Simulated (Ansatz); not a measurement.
# HfZrTe4: the cost of one run

Program: Ansatz 0.2.0. Level of theory: DFT r2SCAN, scalar-relativistic, plane waves, PAW. These are calculated values, not measurements.

3 further runs of the same task are left out: 1 that didn't finish, 2 set aside as unsound or not needed. Runs told in other sessions of the task aren't counted.

### Step 1. The structure to begin with

It takes space group P-3m1 (No. 164, trigonal). Conventional cell: a = 3.973 Å, b = 3.973 Å, c = 14.252 Å, α = 90.00°, β = 90.00°, γ = 120.00°. Zr (site symmetry -3m) is surrounded by 6 Te at 2.92 Å. Around Hf (site symmetry -3m) lie 6 Te at 2.90 Å. Around Te (site symmetry 3m) lie 3 Zr at 2.92 Å. Te (site symmetry 3m) is surrounded by 3 Hf at 2.90 Å.

Coordinates:

```
CELL_PARAMETERS angstrom
3.97253 0.00000 0.00000
-1.98627 3.44031 0.00000
0.00000 0.00000 14.25229
ATOMIC_POSITIONS crystal
Zr 0.00000 0.00000 0.00000
Hf 0.00000 0.00000 0.50000
Te 0.33333 0.66667 0.12638
Te 0.33333 0.66667 0.62446
Te 0.66667 0.33333 0.37554
Te 0.66667 0.33333 0.87362
```

It is the end of an earlier relaxation with the same method, from a generated guess; it is a trial structure. At a tolerance of 0.05 Å it has space group P-3m1 (No. 164); it has 32.46 Å³/atom, an uncorrected energy of -0.86 eV/atom over the elements and, on its mesh, gap none (metal).

### Step 2. The same geometry with r2SCAN

input.yaml reads:

```yaml
crystal:
  lattice:
    - [3.9725303248, 2.89e-08, 0.0]
    - [-1.9862651874, 3.4403121641, 0.0]
    - [0.0, 0.0, 14.252291]
  atoms:
    - { symbol: Zr, position: [0.0, 0.0, 0.0] }
    - { symbol: Hf, position: [0.0, 0.0, 0.5] }
    - { symbol: Te, position: [0.3333333333, 0.6666666667, 0.126379] }
    - { symbol: Te, position: [0.3333333333, 0.6666666667, 0.624457] }
    - { symbol: Te, position: [0.6666666667, 0.3333333333, 0.375543] }
    - { symbol: Te, position: [0.6666666667, 0.3333333333, 0.873621] }
basis:
  ecutwfc: 500
kpoints:
  mp_grid: { grid: [12, 12, 4] }
  band_path:
    path:
      - [[0.0, 0.0, 0.0], [0.5, 0.0, 0.0], [0.33333333, 0.33333333, 0.0], [0.0, 0.0, 0.0], [0.0, 0.0, 0.5], [0.5, 0.0, 0.5], [0.33333333, 0.33333333, 0.5], [0.0, 0.0, 0.5]]
      - [[0.5, 0.0, 0.5], [0.5, 0.0, 0.0]]
      - [[0.33333333, 0.33333333, 0.5], [0.33333333, 0.33333333, 0.0]]
    npoints: 14
hamiltonian:
  xc: r2scan
scf:
  occupations: { method: gaussian, width: 0.1 }
  n_extra_bands: 15
output:
  forces: true
  stress: true
  eigenvalues: true
  populations: true
  dos: { projected: true, de: 0.02, nscf_kmesh: { grid: [15, 15, 5] } }
  bader: true
  write_density: true
  write_potential: true
  elf: true
  volumetric_format: npy
```

Run with:

```
$ ansatz run input.yaml --threads 4 --pin off --max-ram 8192MiB --backend cpu --events-out ev --progress --plain --runs-dir out
```

**Question.** How long does this run take on 4 threads of Arm Neoverse N1, shared host, and how much memory does it need?

About 2.7 min, with a peak of 1.9 GiB.
